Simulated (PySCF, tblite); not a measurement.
# C₄H₁₂OSi₂: a rotation path, then NMR shifts on frames, part 2 of 2

tblite 0.8.0 and PySCF 2.14.0. Atoms count from 0. The steps go on from the part before.

**5. Nuclear shieldings: image 4, PBE0/pcSseg-1**

What the job is given:

```
{"job": {"kind": "nmr", "xc": "PBE0", "basis": "pcSseg-1", "pop": false}, "charge": 0, "multiplicity": 1}
C      2.901400    -0.066900     0.200400
O      2.040800     0.508000     1.135100
C      0.690500     0.020900     1.155900
Si    -0.592600     1.388900     0.662300
C     -1.142700     0.221100    -0.776000
C     -2.626300    -0.099500    -0.906100
Si    -0.002500    -1.206400    -0.172400
H      3.873200     0.404400     0.348000
H      2.571300     0.114800    -0.830700
H      3.001500    -1.149600     0.350300
H      0.538400    -0.382700     2.164600
H     -1.648500     1.624200     1.649400
H      0.028800     2.647800     0.260400
H     -0.804200     0.608300    -1.741500
H     -3.014500    -0.487500     0.032600
H     -3.198500     0.789500    -1.167100
H     -2.794100    -0.850500    -1.677300
H      0.870400    -1.773700    -1.200900
H     -0.702100    -2.301900     0.505800
```

Level: GIAO PBE0/pcSseg-1 NMR shielding, non-relativistic, gas phase.

Standard output:

```text
coarse grid: 16120 points
cycle   1  E = -813.0982005756  dE =  5.589e-01  |g| = 6.224e-01  |ddm| = 3.816e+00
cycle   2  E = -813.0089620684  dE =  8.924e-02  |g| = 9.066e-01  |ddm| = 1.475e+00
cycle   3  E = -813.1822439620  dE = -1.733e-01  |g| = 7.826e-02  |ddm| = 9.774e-01
cycle   4  E = -813.1830122397  dE = -7.683e-04  |g| = 4.047e-02  |ddm| = 7.456e-02
cycle   5  E = -813.1833750897  dE = -3.629e-04  |g| = 8.576e-03  |ddm| = 4.049e-02
cycle   6  E = -813.1833907864  dE = -1.570e-05  |g| = 2.966e-03  |ddm| = 1.086e-02
cycle   7  E = -813.1833929706  dE = -2.184e-06  |g| = 2.730e-04  |ddm| = 2.804e-03
final grid: 144360 points
cycle   8  E = -813.2356651632  dE = -2.434e-05  |g| = 1.172e-02  |ddm| = 2.562e-02
cycle   9  E = -813.2356358921  dE =  2.927e-05  |g| = 1.697e-02  |ddm| = 1.999e-02
cycle  10  E = -813.2356927365  dE = -5.684e-05  |g| = 1.346e-03  |ddm| = 1.215e-02
cycle  11  E = -813.2356931259  dE = -3.894e-07  |g| = 2.201e-04  |ddm| = 1.341e-03
cycle  12  E = -813.2356931359  dE = -9.950e-09  |g| = 6.170e-05  |ddm| = 2.677e-04
cycle  13  E = -813.2356931366  dE = -7.183e-10  |g| = 2.891e-05  |ddm| = 7.635e-05
converged SCF energy = -813.2356931366

GIAO shielding tensors (ppm)
atom      isotropic    diamagn.    paramagn.     s11        s22        s33       span
  0 C      121.266     245.908    -124.642     91.296     99.189    173.312     82.017
  1 O      350.096     393.517     -43.421    310.300    340.502    399.486     89.186
  2 C      117.099     255.432    -138.334     66.720    107.631    176.945    110.225
  3 Si     366.820     881.801    -514.981    339.102    342.678    418.679     79.576
  4 C      175.125     258.603     -83.479    150.508    181.903    192.963     42.455
  5 C      169.373     242.094     -72.721    158.666    164.369    185.085     26.419
  6 Si     385.721     882.526    -496.805    338.039    371.526    447.599    109.559
  7 H       27.835      27.962      -0.127     23.908     25.366     34.231     10.323
  8 H       28.202      31.225      -3.023     24.947     26.326     33.332      8.386
  9 H       28.621      29.645      -1.025     25.353     26.235     34.274      8.921
 10 H       26.759      31.760      -5.000     22.563     27.046     30.668      8.105
 11 H       27.030      30.477      -3.447     24.156     25.431     31.504      7.349
 12 H       26.881      30.363      -3.481     24.199     24.854     31.590      7.391
 13 H       30.079      33.453      -3.375     26.230     29.692     34.314      8.083
 14 H       30.459      29.135       1.324     26.295     29.402     35.680      9.385
 15 H       30.394      27.776       2.618     25.372     27.924     37.887     12.515
 16 H       30.393      28.050       2.342     25.323     28.132     37.723     12.401
 17 H       26.411      31.131      -4.720     23.416     25.274     30.544      7.128
 18 H       27.268      31.125      -3.857     23.980     25.967     31.856      7.876
```

It took 22 s on 1 thread of Intel Xeon 6975P-C, shared host; peak memory 0.92 GiB.

Key values: δ C2 69.8, C0 65.7, C5 17.6, C4 11.8, H17 5.31, H10 4.96 ppm.

**6. Nuclear shieldings: image 6, PBE0/pcSseg-1**

What the job is given:

```
{"job": {"kind": "nmr", "xc": "PBE0", "basis": "pcSseg-1", "pop": false}, "charge": 0, "multiplicity": 1}
C      2.748700     0.129100     0.106300
O      2.084700     0.115600     1.336000
C      0.679700    -0.123500     1.266600
Si    -0.452900     1.328400     0.637400
C     -1.033100     0.124600    -0.754900
C     -2.531100    -0.063300    -0.954500
Si    -0.066700    -1.372200    -0.019500
H      3.723200     0.585900     0.278400
H      2.206400     0.707400    -0.651100
H      2.898500    -0.889900    -0.271300
H      0.429900    -0.414700     2.290500
H     -1.515800     1.685300     1.579700
H      0.243600     2.541600     0.209200
H     -0.609500     0.419500    -1.720100
H     -3.002000    -0.371200    -0.024100
H     -3.005000     0.860200    -1.284200
H     -2.725700    -0.831200    -1.702300
H      0.812800    -2.044000    -0.976600
H     -0.895600    -2.378400     0.647000
```

With the program's defaults for keys left out, this is: GIAO PBE0/pcSseg-1 NMR shielding, non-relativistic, gas phase.

Standard output:

```text
coarse grid: 16120 points
cycle   1  E = -813.1006835427  dE =  5.621e-01  |g| = 6.186e-01  |ddm| = 3.815e+00
cycle   2  E = -813.0129046469  dE =  8.778e-02  |g| = 9.009e-01  |ddm| = 1.456e+00
cycle   3  E = -813.1837278110  dE = -1.708e-01  |g| = 7.971e-02  |ddm| = 9.650e-01
cycle   4  E = -813.1845080706  dE = -7.803e-04  |g| = 4.157e-02  |ddm| = 7.593e-02
cycle   5  E = -813.1848947939  dE = -3.867e-04  |g| = 8.730e-03  |ddm| = 4.234e-02
cycle   6  E = -813.1849110692  dE = -1.628e-05  |g| = 3.010e-03  |ddm| = 1.093e-02
cycle   7  E = -813.1849133379  dE = -2.269e-06  |g| = 2.627e-04  |ddm| = 2.892e-03
final grid: 144360 points
cycle   8  E = -813.2368868197  dE = -3.005e-05  |g| = 1.178e-02  |ddm| = 2.983e-02
cycle   9  E = -813.2368562439  dE =  3.058e-05  |g| = 1.725e-02  |ddm| = 1.968e-02
cycle  10  E = -813.2369144770  dE = -5.823e-05  |g| = 1.366e-03  |ddm| = 1.216e-02
cycle  11  E = -813.2369148810  dE = -4.040e-07  |g| = 2.280e-04  |ddm| = 1.382e-03
cycle  12  E = -813.2369148918  dE = -1.080e-08  |g| = 6.279e-05  |ddm| = 2.769e-04
cycle  13  E = -813.2369148925  dE = -7.105e-10  |g| = 3.229e-05  |ddm| = 8.926e-05
cycle  14  E = -813.2369148928  dE = -2.483e-10  |g| = 2.570e-06  |ddm| = 3.398e-05
converged SCF energy = -813.2369148928

GIAO shielding tensors (ppm)
atom      isotropic    diamagn.    paramagn.     s11        s22        s33       span
  0 C      126.721     247.180    -120.459     98.184    103.010    178.969     80.785
  1 O      341.278     391.394     -50.116    289.003    329.985    404.846    115.843
  2 C      115.551     254.474    -138.922     69.404    103.996    173.254    103.849
  3 Si     370.169     881.811    -511.642    326.746    346.176    437.585    110.839
  4 C      174.905     258.438     -83.533    153.543    177.713    193.458     39.915
  5 C      169.440     241.991     -72.551    158.861    164.181    185.278     26.418
  6 Si     387.076     882.171    -495.095    334.247    366.859    460.122    125.875
  7 H       27.978      28.298      -0.320     23.974     25.572     34.389     10.415
  8 H       28.677      31.941      -3.264     25.612     27.602     32.818      7.206
  9 H       28.023      30.258      -2.234     24.803     26.154     33.112      8.309
 10 H       26.658      31.494      -4.836     23.059     26.528     30.386      7.328
 11 H       27.175      30.643      -3.467     24.151     25.689     31.686      7.535
 12 H       26.565      30.396      -3.831     24.041     24.583     31.071      7.030
 13 H       30.186      33.465      -3.279     26.399     29.907     34.251      7.852
 14 H       30.515      29.090       1.425     26.309     29.423     35.814      9.505
 15 H       30.432      27.892       2.540     25.375     28.025     37.895     12.519
 16 H       30.402      28.017       2.384     25.281     28.150     37.776     12.495
 17 H       26.302      31.037      -4.735     22.945     25.098     30.864      7.919
 18 H       27.362      30.893      -3.531     24.083     25.869     32.133      8.050
```

It took 23 s on 1 thread of Intel Xeon 6975P-C, shared host; peak memory 0.92 GiB.

This run: δ C2 71.4, C0 60.2, C5 17.5, C4 12.0, H17 5.41, H12 5.15 ppm.

**7. Shielding tensors: image 8, PBE0/pcSseg-1**

What the job is given:

```
{"job": {"kind": "nmr", "xc": "PBE0", "basis": "pcSseg-1", "pop": false}, "charge": 0, "multiplicity": 1}
C      2.707000     0.268400     0.073300
O      2.124100    -0.028500     1.306600
C      0.708400    -0.177900     1.281800
Si    -0.406400     1.272800     0.619300
C     -0.994300     0.048300    -0.749100
C     -2.492600    -0.064200    -1.000900
Si    -0.110800    -1.458800     0.067000
H      3.778800     0.353600     0.250300
H      2.331000     1.214800    -0.335600
H      2.522900    -0.524800    -0.662100
H      0.476400    -0.413200     2.323900
H     -1.458800     1.621100     1.575100
H      0.230500     2.513000     0.170600
H     -0.519500     0.291100    -1.704700
H     -3.018700    -0.312900    -0.082100
H     -2.897700     0.874600    -1.376900
H     -2.706500    -0.842200    -1.732700
H      0.739200    -2.269200    -0.808700
H     -1.022700    -2.356700     0.777400
```

With the program's defaults for keys left out, this is: GIAO PBE0/pcSseg-1 NMR shielding, non-relativistic, gas phase.

Standard output:

```text
coarse grid: 16120 points
cycle   1  E = -813.1032352885  dE =  5.634e-01  |g| = 6.151e-01  |ddm| = 3.812e+00
cycle   2  E = -813.0152415514  dE =  8.799e-02  |g| = 8.987e-01  |ddm| = 1.460e+00
cycle   3  E = -813.1853248461  dE = -1.701e-01  |g| = 8.090e-02  |ddm| = 9.713e-01
cycle   4  E = -813.1861362218  dE = -8.114e-04  |g| = 4.177e-02  |ddm| = 7.804e-02
cycle   5  E = -813.1865277952  dE = -3.916e-04  |g| = 8.782e-03  |ddm| = 4.281e-02
cycle   6  E = -813.1865442919  dE = -1.650e-05  |g| = 3.010e-03  |ddm| = 1.105e-02
cycle   7  E = -813.1865465683  dE = -2.276e-06  |g| = 2.714e-04  |ddm| = 2.940e-03
final grid: 144360 points
cycle   8  E = -813.2385452609  dE = -2.749e-05  |g| = 1.172e-02  |ddm| = 3.002e-02
cycle   9  E = -813.2385153759  dE =  2.988e-05  |g| = 1.711e-02  |ddm| = 1.927e-02
cycle  10  E = -813.2385726545  dE = -5.728e-05  |g| = 1.394e-03  |ddm| = 1.203e-02
cycle  11  E = -813.2385730778  dE = -4.233e-07  |g| = 2.189e-04  |ddm| = 1.422e-03
cycle  12  E = -813.2385730875  dE = -9.770e-09  |g| = 6.340e-05  |ddm| = 2.740e-04
cycle  13  E = -813.2385730883  dE = -7.742e-10  |g| = 3.099e-05  |ddm| = 9.129e-05
converged SCF energy = -813.2385730883

GIAO shielding tensors (ppm)
atom      isotropic    diamagn.    paramagn.     s11        s22        s33       span
  0 C      128.600     248.043    -119.443    100.435    102.742    182.624     82.188
  1 O      334.067     391.011     -56.944    275.684    326.240    400.276    124.592
  2 C      113.935     254.004    -140.069     65.671    105.743    170.391    104.719
  3 Si     381.688     881.826    -500.137    333.673    354.871    456.521    122.848
  4 C      174.947     258.376     -83.429    152.313    177.840    194.688     42.375
  5 C      169.564     241.820     -72.256    159.421    163.339    185.933     26.512
  6 Si     382.563     881.833    -499.271    333.968    356.168    457.552    123.584
  7 H       27.958      28.344      -0.386     23.728     25.659     34.485     10.757
  8 H       28.342      31.270      -2.927     25.188     27.201     32.638      7.450
  9 H       28.323      31.233      -2.910     25.149     27.210     32.611      7.462
 10 H       26.509      31.400      -4.892     22.895     26.375     30.256      7.362
 11 H       27.400      30.814      -3.414     24.315     25.877     32.009      7.694
 12 H       26.355      30.491      -4.137     23.398     24.667     30.999      7.601
 13 H       30.153      33.612      -3.459     26.376     30.008     34.076      7.700
 14 H       30.506      29.015       1.491     26.296     29.375     35.848      9.552
 15 H       30.416      27.943       2.473     25.307     28.059     37.881     12.574
 16 H       30.414      27.949       2.464     25.296     28.071     37.874     12.578
 17 H       26.336      30.514      -4.178     23.346     24.678     30.983      7.637
 18 H       27.410      30.818      -3.407     24.309     25.886     32.036      7.728
```

Run time: 22 s. Hardware: 1 thread of Intel Xeon 6975P-C, shared host; peak memory 0.92 GiB.

Key values: δ C2 73.0, C0 58.3, C5 17.4, C4 12.0, H17 5.38, H12 5.36 ppm.

**8. Comparing the runs: NMR shifts**

Shifts (ppm) of some atoms, chosen among heavy atoms and hydrogens apart, with basis size and wall time:

| frame | C0 | C4 | H10 | H9 | O1 | Si3 | Si6 | functions | time |
| --- | --- | --- | --- | --- | --- | --- | --- | --- | --- |
| image 0 | 63.9 | 7.3 | 3.78 | 3.00 | 8.0 | -19.9 | -30.4 | 193 | 24 s |
| image 2 | 63.5 | 8.5 | 4.43 | 2.63 | -9.2 | -20.7 | -44.9 | 193 | 23 s |
| image 4 | 65.7 | 11.8 | 4.96 | 3.10 | -14.0 | -17.7 | -36.6 | 193 | 22 s |
| image 6 | 60.2 | 12.0 | 5.06 | 3.69 | -5.2 | -21.0 | -37.9 | 193 | 23 s |
| image 8 | 58.3 | 12.0 | 5.21 | 3.39 | 2.0 | -32.5 | -33.4 | 193 | 22 s |

**9. Summary of results**

This closing draws on all 2 parts.

| quantity | value |
| --- | --- |
| barrier | 0.144 eV (3.3 kcal/mol) at image 4 |
| end to end (GFN2-xTB) | 0.035 eV |
| ¹³C shifts against TMS (PBE0/pcSseg-1, image 0) | 71.7, 63.9, 17.5, 7.3 ppm |
| ¹H shifts against TMS (PBE0/pcSseg-1, image 0) | 4.91, 4.89, 4.69, 4.58, 3.81, 3.78, 3.03, 3.00, 1.56, 1.38, 1.37, 1.27 ppm |
| ¹⁷O shifts against H2O (PBE0/pcSseg-1, image 0) | 8.0 ppm |
| ²⁹Si shifts against TMS (PBE0/pcSseg-1, image 0) | -19.9, -30.4 ppm |
| range of the shift of O1 | -14.0 to 8.0 ppm |

Along the band the dihedral turns by 133°, and the top (dihedral -8°) lies 3.3 kcal/mol above the start (GFN2-xTB, rough), so at room temperature this motion is fast. Ends this close can change order at a higher level. The top was not checked by a frequency run. Shifts at one fixed geometry are not the observed spectrum, which averages over the motion. In the first frame run (image 0): The largest span, 101 ppm, is at C2, where the paramagnetic term is -141 ppm. In ppm, O1 moves most: its shift spreads over 22.1 ppm, from -14.0 (image 4) to 8.0 (image 0).
